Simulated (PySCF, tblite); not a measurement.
# C₇H₆FNSi: geometry, infrared bands and NMR shifts

What infrared bands and NMR shifts should C₇H₆FNSi (`N#CCC#C[Si@@H]1C=C(F)C1`) show?

Programs: tblite 0.8.0 and PySCF 2.14.0, with density-fitted response routines of our own. Each step states its level of theory. These are calculated values for one molecule in the gas phase, unless marked as measured. Atoms count from 0, in the outputs and in this text.

### 1 The molecule as given

16 atoms, charge 0, multiplicity 1; geometry from: force field or distance geometry start.

Bonds of the start (Å): N0–C1 1.18, C1–C2 1.47, C2–C3 1.48, C3–C4 1.21, C4–Si5 1.84, Si5–C6 1.77, C6–C7 1.28, C7–F8 1.40, C7–C9 1.44, C9–Si5 1.80, C2–H10 1.10, C2–H11 1.11, Si5–H12 1.47, C6–H13 1.12, C9–H14 1.13, C9–H15 1.12.

### 2 Optimising the geometry with GFN2-xTB

The job: settings as JSON, then the geometry in Å.

```
{"job": {"kind": "relax", "xc": "GFN2-xTB", "basis": "xTB"}, "charge": 0, "multiplicity": 1}
N      4.854200     1.351400    -0.003200
C      4.071000     0.471700    -0.079600
C      3.114000    -0.639400    -0.148700
C      1.725300    -0.131600    -0.107300
C      0.588800     0.278000    -0.066400
Si    -1.135000     0.911000    -0.069300
C     -2.113500     0.177800     1.215700
C     -2.901700    -0.498100     0.469100
F     -3.966000    -1.351400     0.793400
C     -2.384500    -0.137200    -0.831000
H      3.205900    -1.326900     0.701600
H      3.297500    -1.130500    -1.131000
H     -1.225600     2.366300    -0.250700
H     -2.071600     0.256900     2.335900
H     -3.094200     0.448400    -1.487900
H     -1.972300    -1.037500    -1.352000
```

Command:

```bash
$ OMP_NUM_THREADS=1 python probes_run.py task.json out
```

The driver reads the jobs from task.json and runs them one after another.

Standard output:

```text
step      E/eV     max force
  0    -740.79212    7.485
  1    -740.85092   14.669
  2    -741.08942    7.953
  3    -741.47578    5.542
  4    -741.68134    1.044
  5    -741.72505    0.824
  6    -741.75895    1.758
  7    -741.81063    0.621
  8    -741.83029    0.464
  9    -741.83946    0.253
 10    -741.84318    0.232
 11    -741.84691    0.205
 12    -741.84976    0.181
 13    -741.85241    0.112
 14    -741.85396    0.091
 15    -741.85468    0.049
 16    -741.85504    0.048
 17    -741.85533    0.044
 18    -741.85558    0.037
 19    -741.85579    0.029
 20    -741.85595    0.027
 21    -741.85607    0.028
 22    -741.85617    0.027
 23    -741.85624    0.019
 24    -741.85630    0.019
 25    -741.85636    0.019
 26    -741.85643    0.023
 27    -741.85650    0.025
 28    -741.85657    0.019
 29    -741.85663    0.023
 30    -741.85668    0.022
 31    -741.85673    0.019
 32    -741.85677    0.017
 33    -741.85680    0.014
 34    -741.85683    0.015
 35    -741.85687    0.019
 36    -741.85692    0.023
 37    -741.85699    0.026
 38    -741.85706    0.021
 39    -741.85711    0.016
 40    -741.85716    0.020
 41    -741.85720    0.021
 42    -741.85724    0.017
 43    -741.85728    0.014
 44    -741.85732    0.017
 45    -741.85739    0.030
 46    -741.85748    0.038
 47    -741.85757    0.030
 48    -741.85763    0.016
 49    -741.85767    0.018
 50    -741.85772    0.023
 51    -741.85776    0.024
 52    -741.85780    0.014
 53    -741.85782    0.010
 54    -741.85783    0.012
 55    -741.85786    0.018
 56    -741.85788    0.017
 57    -741.85791    0.015
 58    -741.85793    0.012
 59    -741.85794    0.008
```

It took 0.79 s on 1 thread of Arm Neoverse N1, shared host; peak memory 0.18 GiB.

Along the way: (not every step is listed)

```csv
step,energy from step 0 (eV),largest force (eV/Å)
0,0.0000,7.4850
1,-0.0588,14.6689
2,-0.2973,7.9531
3,-0.6837,5.5415
4,-0.8892,1.0440
5,-0.9329,0.8240
6,-0.9668,1.7575
7,-1.0185,0.6213
8,-1.0382,0.4639
12,-1.0576,0.1809
16,-1.0629,0.0476
20,-1.0638,0.0268
24,-1.0642,0.0191
28,-1.0645,0.0193
32,-1.0647,0.0170
36,-1.0648,0.0233
40,-1.0650,0.0195
44,-1.0652,0.0166
48,-1.0655,0.0156
52,-1.0657,0.0136
54,-1.0657,0.0116
55,-1.0657,0.0176
56,-1.0658,0.0166
57,-1.0658,0.0147
58,-1.0658,0.0124
59,-1.0658,0.0079
```

Distances of close pairs at the start and the end, largest changes first:

```csv
bond,before (Å),after (Å),change (Å)
Si5–C9,1.800,1.934,+0.134
Si5–C6,1.774,1.888,+0.114
C7–F8,1.402,1.342,-0.060
C6–C7,1.279,1.332,+0.053
C6–H13,1.124,1.075,-0.049
C7–C9,1.445,1.494,+0.049
C9–H14,1.131,1.088,-0.042
N0–C1,1.180,1.142,-0.038
```

The end geometry stands in the next job.

### 3 Infrared spectrum with GFN2-xTB

The job: settings as JSON, then the geometry in Å.

```
{"job": {"kind": "ir", "xc": "GFN2-xTB", "basis": "xTB"}, "charge": 0, "multiplicity": 1}
N      4.781539     1.349316    -0.005464
C      4.055119     0.472008    -0.085386
C      3.126598    -0.632164    -0.186002
C      1.763376    -0.132770    -0.125983
C      0.641822     0.303362    -0.077619
Si    -1.082128     0.953204     0.013204
C     -2.163113     0.212545     1.372006
C     -2.897487    -0.459245     0.487216
F     -3.942705    -1.269726     0.713602
C     -2.374828    -0.172946    -0.882365
H      3.308258    -1.327339     0.641085
H      3.295839    -1.153880    -1.134513
H     -1.133058     2.385765    -0.257423
H     -2.270908     0.230532     2.441512
H     -3.105539     0.310465    -1.528119
H     -2.010386    -1.060182    -1.397162
```

Standard output:

```text
mode    cm-1     km/mol
  1       4.3      8.57
  2      39.1      4.89
  3      70.7      1.15
  4      83.9      1.61
  5     161.5      4.05
  6     205.6     17.02
  7     261.8     17.52
  8     304.7      1.86
  9     334.7      0.11
 10     366.3      2.59
 11     377.7      2.64
 12     435.3     25.23
 13     449.2      0.28
 14     509.7     12.93
 15     529.3     77.23
 16     604.4     64.41
 17     636.5    125.51
 18     675.3     50.86
 19     730.7    187.82
 20     796.7    100.93
 21     829.2      3.79
 22     884.6     11.86
 23     919.6     98.38
 24     964.6     14.98
 25    1056.2      0.24
 26    1086.7     20.28
 27    1099.5      6.76
 28    1100.9      0.18
 29    1139.3      0.43
 30    1250.7      9.77
 31    1253.3    180.19
 32    1378.8     12.23
 33    1457.4      8.50
 34    1643.4    232.64
 35    2288.3    317.72
 36    2319.7    231.28
 37    2417.7    209.79
 38    2932.1      3.41
 39    2943.4      6.28
 40    2989.5     35.25
 41    3007.0     30.24
 42    3118.8     33.99
```

Wall time 1.2 s (1 thread of Arm Neoverse N1, shared host); peak memory 0.18 GiB.

Which atoms move in the most intense modes:

```csv
cm⁻¹,km/mol,atoms
636,125.5,"H12 18 %, Si5 15 %, C9 14 %, H14 10 %"
731,187.8,"H15 18 %, H14 18 %, H13 16 %, C6 12 %"
797,100.9,"C6 29 %, H13 29 %, Si5 24 %"
1253,180.2,"C7 58 %, C9 19 %"
1643,232.6,"C7 58 %, C6 37 %"
2288,317.7,H12 97 %
2320,231.3,"C3 52 %, C4 46 %"
2418,209.8,"C1 59 %, N0 39 %"
```

### 4 NMR shieldings: PBE0/pcSseg-1

The job, as its differences from that of step 3:

```diff
@@ -1,2 +1,2 @@
-{"job": {"kind": "ir", "xc": "GFN2-xTB", "basis": "xTB"}, "charge": 0, "multiplicity": 1}
+{"job": {"kind": "nmr", "xc": "PBE0", "basis": "pcSseg-1"}, "charge": 0, "multiplicity": 1}
 N      4.781539     1.349316    -0.005464
```

Level: GIAO PBE0/pcSseg-1 NMR shielding, non-relativistic, gas phase.

Standard output:

```text
coarse grid: 15096 points
cycle   1  E = -713.4781757628  dE =  1.587e+00  |g| = 7.410e-01  |ddm| = 4.068e+00
cycle   2  E = -713.2287547122  dE =  2.494e-01  |g| = 1.299e+00  |ddm| = 1.575e+00
cycle   3  E = -713.5820907858  dE = -3.533e-01  |g| = 3.063e-01  |ddm| = 1.036e+00
cycle   4  E = -713.6024674995  dE = -2.038e-02  |g| = 7.080e-02  |ddm| = 2.568e-01
cycle   5  E = -713.6033119201  dE = -8.444e-04  |g| = 3.295e-02  |ddm| = 6.417e-02
cycle   6  E = -713.6035556428  dE = -2.437e-04  |g| = 8.841e-03  |ddm| = 2.986e-02
cycle   7  E = -713.6035717038  dE = -1.606e-05  |g| = 3.267e-03  |ddm| = 8.202e-03
cycle   8  E = -713.6035739670  dE = -2.263e-06  |g| = 8.741e-04  |ddm| = 2.848e-03
final grid: 145216 points
cycle   9  E = -713.6695281652  dE = -3.365e-05  |g| = 7.459e-03  |ddm| = 4.038e-02
cycle  10  E = -713.6695187707  dE =  9.395e-06  |g| = 1.005e-02  |ddm| = 1.461e-02
cycle  11  E = -713.6695412767  dE = -2.251e-05  |g| = 1.810e-03  |ddm| = 8.016e-03
cycle  12  E = -713.6695419430  dE = -6.663e-07  |g| = 5.920e-04  |ddm| = 1.676e-03
cycle  13  E = -713.6695420190  dE = -7.602e-08  |g| = 2.104e-04  |ddm| = 5.305e-04
cycle  14  E = -713.6695420272  dE = -8.168e-09  |g| = 8.091e-05  |ddm| = 1.798e-04
cycle  15  E = -713.6695420285  dE = -1.256e-09  |g| = 2.722e-05  |ddm| = 6.813e-05
cycle  16  E = -713.6695420286  dE = -1.419e-10  |g| = 6.014e-06  |ddm| = 2.180e-05
converged SCF energy = -713.6695420286

GIAO shielding tensors (ppm)
atom      isotropic    diamagn.    paramagn.     s11        s22        s33       span
  0 N      -35.671     338.138    -373.809   -207.536   -198.873    299.395    506.932
  1 C       69.171     259.124    -189.953    -44.664    -40.996    293.172    337.835
  2 C      176.680     245.387     -68.706    165.703    175.564    188.774     23.071
  3 C       83.099     275.344    -192.245    -12.530     -6.176    268.002    280.532
  4 C       97.162     256.962    -159.800     10.249     15.145    266.091    255.841
  5 Si     428.013     882.445    -454.431    376.699    411.507    495.835    119.136
  6 C       76.409     261.740    -185.331     -8.498     96.669    141.057    149.556
  7 C        9.850     261.152    -251.302    -99.474     58.552     70.472    169.946
  8 F      208.009     470.698    -262.689     68.018    254.661    301.348    233.331
  9 C      159.331     257.893     -98.562    139.397    159.096    179.501     40.104
 10 H       28.382      25.946       2.436     23.215     27.500     34.431     11.216
 11 H       28.403      25.543       2.860     23.245     27.500     34.462     11.216
 12 H       26.842      29.034      -2.193     22.432     25.603     32.490     10.059
 13 H       26.888      31.580      -4.692     24.418     25.597     30.648      6.230
 14 H       29.437      29.540      -0.103     26.160     27.033     35.118      8.959
 15 H       29.491      33.332      -3.841     26.236     27.781     34.457      8.220
```

It took 72 s on 1 thread of Arm Neoverse N1, shared host; peak memory 0.91 GiB.

The references, computed at this level on geometries of the same kind, shield at (ppm): 1H TMS 31.72, 13C TMS 186.9, 29Si TMS 349.2, 19F CFCl3 170.9, 15N NH3 267.7. Their shielding less the atom's gives the shift. The references are single molecules in the gas phase, so shifts against H2O, NH3, PH3, H3PO4 or CFCl3 are not on the usual liquid scales and can be off by tens of ppm.

```csv
atoms,environment,σ (ppm),δ (ppm),δ scaled to CDCl3
C7,fully substituted alkene carbon,9.9,177.1,170.9
C1,nitrile carbon,69.2,117.8,113.0
C6,alkene CH,76.4,110.5,105.9
C3,alkyne carbon,83.1,103.8,99.4
C4,alkyne carbon,97.2,89.8,85.7
C9,allylic sp3 CH2 bonded to Si,159.3,27.6,25.0
C2,sp3 CH2 α to a nitrile,176.7,10.2,8.1
H12,"hydrogen on a silicon bonded to 3 C, in a 4-membered ring",26.84,4.88,–
H13,hydrogen on an alkene CH,26.89,4.83,4.66
H10,hydrogen on an sp3 CH2 α to a nitrile,28.38,3.33,3.25
H11,hydrogen on an sp3 CH2 α to a nitrile,28.40,3.31,3.23
H14,hydrogen on an allylic sp3 CH2 bonded to Si,29.44,2.28,2.25
H15,hydrogen on an allylic sp3 CH2 bonded to Si,29.49,2.23,2.20
N0,nitrile nitrogen,-35.7,303.4,–
Si5,"silicon bonded to 3 C, H, in a 4-membered ring",428.0,-78.9,–
F8,vinylic fluorine,208.0,-37.1,–
```

The scaled column applies a straight-line fit of computed shieldings to shifts measured in CDCl3, and one for carbons that bear F (root-mean-square error 0.16 ppm for H, 1.9 ppm for C).

The run also stored atomic charges by several schemes (e):

```csv
atoms,Mulliken,IAO,Hirshfeld,ESP fit
N0,-0.23,-0.23,-0.21,-0.47
C1,0.06,0.15,0.09,0.48
C2,-0.15,-0.31,-0.02,-0.53
C3,0.02,0.00,-0.02,0.26
C4,-0.38,-0.34,-0.16,-0.51
Si5,0.85,0.93,0.39,0.87
C6,-0.43,-0.50,-0.18,-0.72
C7,0.25,0.32,0.10,0.57
F8,-0.25,-0.25,-0.08,-0.20
C9,-0.52,-0.56,-0.17,-0.78
```

Mayer bond orders: N0–C1 3.06, C1–C2 1.02, C2–C3 1.08, C3–C4 2.47, C4–Si5 1.00, Si5–C6 0.93, C6–C7 1.76, C7–F8 0.99, C7–C9 1.04, C9–Si5 0.88.

Ring of atoms Si5, C6, C7, C9: NICS(0) -5.7, NICS(1) -3.3, NICS(1)zz 0.3 ppm (means of both faces).

### 5 What came out

| quantity | value |
| --- | --- |
| strongest single infrared mode (GFN2-xTB) | 2288 cm⁻¹, 318 km/mol |
| zero-point energy (GFN2-xTB) | 65.3 kcal/mol |
| 13C shifts against TMS (PBE0/pcSseg-1) | 177.1, 117.8, 110.5, 103.8, 89.8, 27.6, 10.2 ppm |
| 1H shifts against TMS (PBE0/pcSseg-1) | 4.88, 4.83, 3.33, 3.31, 2.28, 2.23 ppm |
| 15N shifts against NH3 (PBE0/pcSseg-1) | 303.4 ppm |
| 29Si shifts against TMS (PBE0/pcSseg-1) | -78.9 ppm |
| 19F shifts against CFCl3 (PBE0/pcSseg-1) | -37.1 ppm |

In words: The optimisation took 59 steps and gained 1.066 eV; among the close pairs (by a distance rule), Si5–C9 changed most, from 1.800 to 1.934 Å. All 42 modes are real, so the xTB geometry is a minimum. The strongest single mode, at 2288 cm⁻¹, moves mainly H12. GFN2-xTB is a fitted tight-binding method: band positions and strengths are rough. Its intensities can rank the bands wrongly. At PBE0/pcSseg-1: The widest tensor belongs to N0: span 507 ppm, with a paramagnetic part of -374 ppm.
